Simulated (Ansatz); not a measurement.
# GaF₃: an energy map over angle F3–Ga2–F1 and angle F4–Ga2–F1

How does the energy of F₃Ga, SMILES [F][Ga]([F])[F] change over two coordinates at once? A grid of runs gives the map.

Computed with Ansatz 0.2.0. Level: RKS CAM-B3LYP-D4/def2-TZVP.

## 1. The system as given

SMILES `[F][Ga]([F])[F]`, 4 atoms, charge 0, spin multiplicity 1.

Atoms are counted from 1 here; the program's logs count them from 0.

Bond lengths: F1–Ga2 1.746 Å, Ga2–F3 1.746 Å, Ga2–F4 1.746 Å. Angles: F1–Ga2–F3 120.2°, F1–Ga2–F4 119.9°, F3–Ga2–F4 119.9°.

As a file:

```mol
F3Ga
  3D, bonds by distance, orders not assigned

  4  3  0  0  0  0  0  0  0  0999 V2000
   -0.0505   -1.6315    0.6532 F   0  0
    0.0144   -0.0156   -0.0041 Ga  0  0
    0.9758    1.2128    0.7799 F   0  0
   -0.8841    0.3740   -1.4494 F   0  0
  1  2  8  0
  2  3  8  0
  2  4  8  0
M  END
```

## 2. Relaxing the molecule

input.yaml

```yaml
crystal:
  periodic: [false, false, false]
  atoms:
    - { symbol: F, position_ang: [-0.050508, -1.631453, 0.653217] }
    - { symbol: Ga, position_ang: [0.014355, -0.01561, -0.00412] }
    - { symbol: F, position_ang: [0.975795, 1.212772, 0.779858] }
    - { symbol: F, position_ang: [-0.884142, 0.373991, -1.449354] }
basis:
  gaussian: { orbitals: def2-TZVP }
hamiltonian:
  xc: { name: CAM-B3LYP }
  dispersion: d4
output:
  forces: true
relax:
  f_tol: 0.003
  max_steps: 120
```

Started as:

```bash
> ansatz run input.yaml --threads 1 --pin off --max-ram 2560MiB --backend cpu --events-out ev --progress --plain --runs-dir out
```

The program printed:

```text
Warning: RAYON_NUM_THREADS=1 ignored (pool sized by the plan → 1); use --threads N
The last accepted step is kept in <dir> (removed where the run ends without a failure and the disk answers)
Engine: ansatz 0.2.0, x86_64-unknown-linux-gnu
Functional definition: CAM-B3LYP
  parameter alpha = 0.19
  parameter beta = 0.46
  parameter omega = 0.33/bohr
  parameter ac = 0.81
  exchange = (1 - alpha - beta)*b88_x + beta*b88_x_sr(omega) + alpha*exact_x + beta*exact_x_lr(omega)
  correlation = (1 - ac)*vwn5_c + ac*lyp_c
871 factors; their error is unknown
177 factors; integrals over basis functions are off by at most 5.3e-6 eV
mean field evaluation 1: about -60530.9706 eV, gradient 6.6e1 eV
mean field evaluation 2: about -60523.1452 eV, gradient 1.1e2 eV
mean field evaluation 4: about -60536.9269 eV, gradient 1.2e0 eV
mean field evaluation 8: about -60537.0910 eV, gradient 1.1e-2 eV
mean field -60537.09096922 eV, -2224.6970596049 hartree, gradient 6.7e-6 eV, S^2 0.000000; 0 other end points of the search recorded, 0 dependent functions left out
the calculation of the forces begins
reference -60537.09106045 eV, -2224.6970629574 hartree; 29, 29 occupied and 112, 112 virtual orbitals, 871 factors
relax step   1: F+E_penalty+E_count = -60537.13704259 eV  Δ(F+E_penalty+E_count) = +0.000e0 eV  max|allowed force component| = 6.526e-1 eV/Å  Δτ_max = 0.0000 Å  (26 SCF iters, accepted)
these checks for a lower state are left out or cut short: starts, cluster_reference, orbital_swaps, neighbouring_geometries, increment
871 factors; their error is unknown
177 factors; integrals over basis functions are off by at most 5.2e-6 eV
mean field evaluation 16: about -60536.9445 eV, gradient 1.4e0 eV
mean field -60537.11120972 eV, -2224.6978034295 hartree, gradient 1.0e-5 eV, S^2 0.000000; 0 other end points of the search recorded, 0 dependent functions left out
the calculation of the forces begins
reference -60537.11130099 eV, -2224.6978067834 hartree; 29, 29 occupied and 112, 112 virtual orbitals, 871 factors
relax step   2: F+E_penalty+E_count = -60537.15745405 eV  Δ(F+E_penalty+E_count) = -2.041e-2 eV  max|allowed force component| = 2.904e-1 eV/Å  Δτ_max = 0.0135 Å  (30 SCF iters, accepted)
these checks for a lower state are left out or cut short: starts, cluster_reference, orbital_swaps, neighbouring_geometries, increment
871 factors; their error is unknown
177 factors; integrals over basis functions are off by at most 6.0e-6 eV
mean field -60536.94870008 eV, -2224.6918313102 hartree, gradient 9.6e-6 eV, S^2 0.000000; 0 other end points of the search recorded, 0 dependent functions left out
the calculation of the forces begins
reference -60536.94879207 eV, -2224.6918346908 hartree; 29, 29 occupied and 112, 112 virtual orbitals, 871 factors
relax step   3: F+E_penalty+E_count = -60536.99503769 eV  Δ(F+E_penalty+E_count) = +1.624e-1 eV  max|allowed force component| = 1.089e0 eV/Å  Δτ_max = 0.1950 Å  (35 SCF iters, rejected (line search))
these checks for a lower state are left out or cut short: starts, cluster_reference, orbital_swaps, neighbouring_geometries, increment
871 factors; their error is unknown
177 factors; integrals over basis functions are off by at most 5.1e-6 eV
mean field evaluation 32: about -60536.9507 eV, gradient 1.9e-3 eV
mean field -60537.11591036 eV, -2224.6979761748 hartree, gradient 9.5e-6 eV, S^2 0.000000; 0 other end points of the search recorded, 0 dependent functions left out
the calculation of the forces begins
reference -60537.11600167 eV, -2224.6979795303 hartree; 29, 29 occupied and 112, 112 virtual orbitals, 871 factors
relax step   4: F+E_penalty+E_count = -60537.16228153 eV  Δ(F+E_penalty+E_count) = -4.827e-3 eV  max|allowed force component| = 4.297e-3 eV/Å  Δτ_max = 0.0106 Å  (29 SCF iters, accepted)
these checks for a lower state are left out or cut short: starts, cluster_reference, orbital_swaps, neighbouring_geometries, increment
871 factors; their error is unknown
177 factors; integrals over basis functions are off by at most 5.1e-6 eV
mean field -60537.11590984 eV, -2224.6979761556 hartree, gradient 2.4e-5 eV, S^2 0.000000; 0 other end points of the search recorded, 0 dependent functions left out
the calculation of the forces begins
reference -60537.11600115 eV, -2224.6979795111 hartree; 29, 29 occupied and 112, 112 virtual orbitals, 871 factors
relax step   5: F+E_penalty+E_count = -60537.16228248 eV  Δ(F+E_penalty+E_count) = -9.564e-7 eV  max|allowed force component| = 1.609e-4 eV/Å  Δτ_max = 0.0003 Å  (20 SCF iters, accepted)
871 factors; their error is unknown
177 factors; integrals over basis functions are off by at most 5.1e-6 eV
mean field -60537.11590984 eV, -2224.6979761556 hartree, gradient 2.4e-5 eV, S^2 0.000000; 1 other end points of the search recorded, 0 dependent functions left out
the calculation of the forces begins
reference -60537.11600115 eV, -2224.6979795111 hartree; 29, 29 occupied and 112, 112 virtual orbitals, 871 factors
Total energy: -60537.16237379 eV, -2224.6996836744 hartree
Atom 0 at    -0.048738    -1.608746     0.645201 Å, force     0.000014     0.000105    -0.000027 eV/Å
Atom 1 at     0.013877    -0.015065    -0.005101 Å, force     0.000005    -0.000161     0.000077 eV/Å
Atom 2 at     0.963212     1.194850     0.770470 Å, force     0.000021     0.000023     0.000020 eV/Å
Atom 3 at    -0.872852     0.368661    -1.430970 Å, force    -0.000040     0.000033    -0.000070 eV/Å
Dipole moment:     0.000005     0.000022    -0.000002 e Å
```

Wall time 21 s (1 thread of Intel Xeon Platinum 8488C (Sapphire Rapids), shared host); peak memory 0.29 GiB.

The steps of the relaxation: (the energy doesn't fall at every step)

| step | energy from step 1 (eV) | largest force component (eV/Å) |
| --- | --- | --- |
| 1 | 0.0000 | 0.6526 |
| 2 | -0.0204 | 0.2904 |
| 3 | 0.1420 | 1.0893 |
| 4 | -0.0252 | 0.0043 |
| 5 | -0.0252 | 0.0002 |

Distances of close pairs at the start and the end, largest changes first:

| bond | before (Å) | after (Å) | change (Å) |
| --- | --- | --- | --- |
| Ga2–F3 | 1.746 | 1.722 | -0.023 |
| Ga2–F4 | 1.746 | 1.722 | -0.023 |
| F1–Ga2 | 1.746 | 1.722 | -0.023 |

## 3. Plan of the scan

First coordinate, angle F3–Ga2–F1: 13 values from 95.0 to 145.0 °. Second coordinate, angle F4–Ga2–F1: 13 values from 75.0 to 165.0 °.

Nothing else is relaxed (all other coordinates rigid). Energies count from the relaxed molecule at the same level.

Of the runs on the grid, 3 are shown in the steps below; the others differ only in the two coordinates.

## 4. Grid point angle F3–Ga2–F1 = 103.3°, angle F4–Ga2–F1 = 135.0°

input.yaml

```yaml
crystal:
  periodic: [false, false, false]
  atoms:
    - { symbol: F, position_ang: [-0.048738, -1.608746, 0.645201] }
    - { symbol: Ga, position_ang: [0.013877, -0.015065, -0.005101] }
    - { symbol: F, position_ang: [1.059895, 0.815751, 1.082206] }
    - { symbol: F, position_ang: [-0.69141, 0.774561, -1.363665] }
basis:
  gaussian: { orbitals: def2-TZVP }
hamiltonian:
  xc: { name: CAM-B3LYP }
  dispersion: d4
output:
  forces: true
```

Started as:

```bash
> ansatz run input.yaml --threads 1 --pin off --max-ram 2560MiB --backend cpu --events-out ev --progress --plain --runs-dir out
```

The program printed:

```text
Warning: RAYON_NUM_THREADS=1 ignored (pool sized by the plan → 1); use --threads N
[... 8 set-up lines as earlier in the session ...]
871 factors; their error is unknown
166 factors; integrals over basis functions are off by at most 1.0e-5 eV
mean field evaluation 1: about -60530.8453 eV, gradient 6.6e1 eV
mean field evaluation 2: about -60523.4059 eV, gradient 1.0e2 eV
mean field evaluation 4: about -60536.8019 eV, gradient 1.4e0 eV
mean field evaluation 8: about -60536.9657 eV, gradient 7.6e-2 eV
mean field evaluation 16: about -60536.9657 eV, gradient 1.9e-5 eV
mean field -60536.96574333 eV, -2224.6924576381 hartree, gradient 1.9e-5 eV, S^2 0.000000; 0 other end points of the search recorded, 0 dependent functions left out
the calculation of the forces begins
reference -60536.96583517 eV, -2224.6924610132 hartree; 29, 29 occupied and 112, 112 virtual orbitals, 871 factors
Total energy: -60537.01218365 eV, -2224.6941642886 hartree
Atom 0 at    -0.048738    -1.608746     0.645201 Å, force    -0.403545    -0.278694    -0.438856 eV/Å
Atom 1 at     0.013877    -0.015065    -0.005101 Å, force     0.277397     0.053169     0.365799 eV/Å
Atom 2 at     1.059895     0.815751     1.082206 Å, force     0.127755     0.507967    -0.055553 eV/Å
Atom 3 at    -0.691410     0.774561    -1.363665 Å, force    -0.001606    -0.282441     0.128609 eV/Å
Dipole moment:    -0.150798    -0.012956    -0.206244 e Å
```

It took 3.5 s on 1 thread of Intel Xeon Platinum 8488C (Sapphire Rapids), shared host; peak memory 0.29 GiB.

That is 3.5 kcal/mol from the zero.

## 5. Grid point angle F3–Ga2–F1 = 140.8°, angle F4–Ga2–F1 = 105.0°

input.yaml

```yaml
crystal:
  periodic: [false, false, false]
  atoms:
    - { symbol: F, position_ang: [-0.048738, -1.608746, 0.645201] }
    - { symbol: Ga, position_ang: [0.013877, -0.015065, -0.005101] }
    - { symbol: F, position_ang: [0.732379, 1.521418, 0.294259] }
    - { symbol: F, position_ang: [-0.993839, -0.063319, -1.401101] }
basis:
  gaussian: { orbitals: def2-TZVP }
hamiltonian:
  xc: { name: CAM-B3LYP }
  dispersion: d4
output:
  forces: true
```

Started as:

```bash
> ansatz run input.yaml --threads 1 --pin off --max-ram 2560MiB --backend cpu --events-out ev --progress --plain --runs-dir out
```

The program printed:

```text
Warning: RAYON_NUM_THREADS=1 ignored (pool sized by the plan → 1); use --threads N
[... 8 set-up lines as earlier in the session ...]
871 factors; their error is unknown
166 factors; integrals over basis functions are off by at most 1.0e-5 eV
mean field evaluation 1: about -60530.7880 eV, gradient 6.6e1 eV
mean field evaluation 2: about -60523.3177 eV, gradient 1.0e2 eV
mean field evaluation 4: about -60536.7627 eV, gradient 1.5e0 eV
mean field evaluation 8: about -60536.7649 eV, gradient 4.0e-2 eV
mean field evaluation 16: about -60536.9274 eV, gradient 2.7e-5 eV
mean field -60536.92744121 eV, -2224.6910500614 hartree, gradient 2.7e-5 eV, S^2 0.000000; 0 other end points of the search recorded, 0 dependent functions left out
the calculation of the forces begins
reference -60536.92753344 eV, -2224.6910534505 hartree; 29, 29 occupied and 112, 112 virtual orbitals, 871 factors
Total energy: -60536.97390473 eV, -2224.6927575640 hartree
Atom 0 at    -0.048738    -1.608746     0.645201 Å, force     0.415519     0.188218     0.497631 eV/Å
Atom 1 at     0.013877    -0.015065    -0.005101 Å, force    -0.369125    -0.086309    -0.479551 eV/Å
Atom 2 at     0.732379     1.521418     0.294259 Å, force     0.122758    -0.322286     0.322113 eV/Å
Atom 3 at    -0.993839    -0.063319    -1.401101 Å, force    -0.169151     0.220378    -0.340192 eV/Å
Dipole moment:     0.189648     0.058215     0.239956 e Å
```

Wall time 3.6 s (1 thread of Intel Xeon Platinum 8488C (Sapphire Rapids), shared host); peak memory 0.29 GiB.

On the map this point reads 4.3 kcal/mol.

## 6. Point angle F3–Ga2–F1 = 120.0°, angle F4–Ga2–F1 = 120.0°

input.yaml

```yaml
crystal:
  periodic: [false, false, false]
  atoms:
    - { symbol: F, position_ang: [-0.048738, -1.608746, 0.645201] }
    - { symbol: Ga, position_ang: [0.013877, -0.015065, -0.005101] }
    - { symbol: F, position_ang: [0.96321, 1.194856, 0.770465] }
    - { symbol: F, position_ang: [-0.872839, 0.368698, -1.430968] }
basis:
  gaussian: { orbitals: def2-TZVP }
hamiltonian:
  xc: { name: CAM-B3LYP }
  dispersion: d4
output:
  forces: true
```

Started as:

```bash
> ansatz run input.yaml --threads 1 --pin off --max-ram 2560MiB --backend cpu --events-out ev --progress --plain --runs-dir out
```

The program printed:

```text
Warning: RAYON_NUM_THREADS=1 ignored (pool sized by the plan → 1); use --threads N
[... 8 set-up lines as earlier in the session ...]
871 factors; their error is unknown
167 factors; integrals over basis functions are off by at most 7.0e-6 eV
mean field evaluation 1: about -60531.0785 eV, gradient 6.5e1 eV
mean field evaluation 2: about -60523.8010 eV, gradient 1.0e2 eV
mean field evaluation 4: about -60536.9497 eV, gradient 1.4e0 eV
mean field evaluation 8: about -60537.1159 eV, gradient 1.1e-2 eV
mean field evaluation 16: about -60537.1159 eV, gradient 5.9e-6 eV
mean field -60537.11590969 eV, -2224.6979761502 hartree, gradient 5.9e-6 eV, S^2 0.000000; 0 other end points of the search recorded, 0 dependent functions left out
the calculation of the forces begins
reference -60537.11600100 eV, -2224.6979795057 hartree; 29, 29 occupied and 112, 112 virtual orbitals, 871 factors
Total energy: -60537.16237364 eV, -2224.6996836690 hartree
Atom 0 at    -0.048738    -1.608746     0.645201 Å, force     0.000004     0.000112    -0.000046 eV/Å
Atom 1 at     0.013877    -0.015065    -0.005101 Å, force    -0.000004    -0.000112     0.000046 eV/Å
Atom 2 at     0.963210     1.194856     0.770465 Å, force     0.000047     0.000021     0.000057 eV/Å
Atom 3 at    -0.872839     0.368698    -1.430968 Å, force    -0.000047    -0.000021    -0.000056 eV/Å
Dipole moment:    -0.000000    -0.000001     0.000000 e Å
```

Run time: 3.7 s. Hardware: 1 thread of Intel Xeon Platinum 8488C (Sapphire Rapids), shared host; peak memory 0.29 GiB.

Energy on the map's scale: 0.0 kcal/mol.

## 7. Energy over the grid

153 points were computed, 16 more follow by symmetry. Energies in kcal/mol, from the relaxed molecule at the same level:

```tsv
angle F4–Ga2–F1 (°) ↓, angle F3–Ga2–F1 (°) →	95.0	99.2	103.3	107.5	111.7	115.8	120.0	124.2	128.3	132.5	136.7	140.8	145.0
165.0	19.1	19.0	20.0	22.1	25.5	30.5	37.8	48.0	62.1	82.7	112.9	156.2	218.6
157.5	14.0	13.1	13.1	14.0	15.8	18.7	22.9	28.8	36.8	48.1	63.9	86.0	118.8
150.0	10.4	9.0	8.3	8.4	9.2	10.8	13.3	17.0	21.8	28.4	37.5	49.5	66.8
142.5	8.3	6.3	5.2	4.7	4.8	5.6	7.0	9.3	12.3	16.5	22.1	29.3	39.2
135.0	7.3	5.0	3.5	2.5	2.1	2.3	3.0	4.3	6.3	9.0	12.7	17.3	23.5
127.5	7.5	4.9	3.0	1.6	0.8	0.5	0.7	1.4	2.7	4.5	6.9	10.1	14.2
120.0	8.8	5.9	3.7	2.1	0.9	0.2	0.0	0.2	0.9	2.1	3.7	5.9	8.8
112.5	11.4	8.3	5.8	3.8	2.3	1.3	0.7	0.6	0.8	1.5	2.6	4.1	6.2
105.0	15.5	12.0	9.2	7.0	5.2	3.9	3.0	2.5	2.4	2.7	3.3	4.3	5.8
97.5	21.2	17.5	14.4	11.9	9.8	8.2	7.0	6.2	5.8	5.7	6.0	6.7	7.7
90.0	29.3	25.2	21.9	19.0	16.7	14.8	13.3	12.2	11.5	11.2	11.1	11.4	12.1
82.5	40.6	36.2	32.6	29.5	26.8	24.7	22.9	21.5	20.5	19.9	19.5	19.5	19.9
75.0	57.2	52.5	48.6	45.2	42.2	39.8	37.8	36.1	34.8	33.9	33.3	33.0	33.0
```

On the same grid, dipole moment (D):

```tsv
angle F4–Ga2–F1 (°) ↓, angle F3–Ga2–F1 (°) →	95.0	99.2	103.3	107.5	111.7	115.8	120.0	124.2	128.3	132.5	136.7	140.8	145.0
165.0	3.21	3.21	3.22	3.23	3.26	3.29	3.32	3.36	3.41	3.45	3.49	3.45	2.17
157.5	2.69	2.67	2.67	2.69	2.72	2.76	2.82	2.89	2.97	3.05	3.14	3.24	3.33
150.0	2.21	2.15	2.13	2.13	2.16	2.22	2.29	2.39	2.50	2.62	2.76	2.89	3.03
142.5	1.81	1.70	1.63	1.59	1.60	1.65	1.74	1.87	2.01	2.18	2.36	2.54	2.72
135.0	1.60	1.40	1.23	1.11	1.05	1.07	1.17	1.33	1.51	1.73	1.96	2.19	2.42
127.5	1.64	1.36	1.09	0.83	0.62	0.52	0.59	0.79	1.03	1.31	1.59	1.87	2.15
120.0	1.93	1.61	1.30	0.98	0.65	0.33	0.00	0.33	0.65	0.98	1.30	1.61	1.93
112.5	2.36	2.04	1.73	1.42	1.11	0.82	0.59	0.50	0.63	0.88	1.17	1.48	1.79
105.0	2.86	2.55	2.25	1.95	1.66	1.40	1.17	1.02	0.99	1.07	1.26	1.50	1.77
97.5	3.39	3.09	2.80	2.50	2.22	1.97	1.74	1.57	1.46	1.44	1.52	1.66	1.87
90.0	3.91	3.62	3.34	3.05	2.78	2.53	2.29	2.10	1.96	1.88	1.87	1.94	2.07
82.5	4.42	4.14	3.86	3.58	3.31	3.06	2.82	2.61	2.45	2.33	2.26	2.26	2.33
75.0	4.91	4.63	4.36	4.08	3.81	3.56	3.32	3.10	2.92	2.77	2.67	2.62	2.62
```

## 8. Results

| quantity | value |
| --- | --- |
| lowest point | angle F3–Ga2–F1 = 120.0°, angle F4–Ga2–F1 = 120.0°, 0.0 kcal/mol |
| highest computed point | angle F3–Ga2–F1 = 145.0°, angle F4–Ga2–F1 = 165.0°, 218.6 kcal/mol above the lowest |
| dipole moment (D) | 0.00 at angle F3–Ga2–F1 = 120.0°, angle F4–Ga2–F1 = 120.0° to 4.91 at angle F3–Ga2–F1 = 95.0°, angle F4–Ga2–F1 = 75.0°; 0.00 at the lowest point |
| time for the whole task | 9.7 min on 1 thread, shared host |

What this shows: The lowest computed point is at angle F3–Ga2–F1 = 120.0°, angle F4–Ga2–F1 = 120.0°, which is the relaxed molecule at the same level itself. The grid shows no other well, apart from its symmetry copies. The highest computed point, angle F3–Ga2–F1 = 145.0°, angle F4–Ga2–F1 = 165.0°, lies 218.6 kcal/mol above the lowest. Round the minimum the valley is somewhat tilted: raising angle F3–Ga2–F1 shifts the best value of angle F4–Ga2–F1 downwards (coupling k₁₂/√(k₁₁k₂₂) about 0.5).
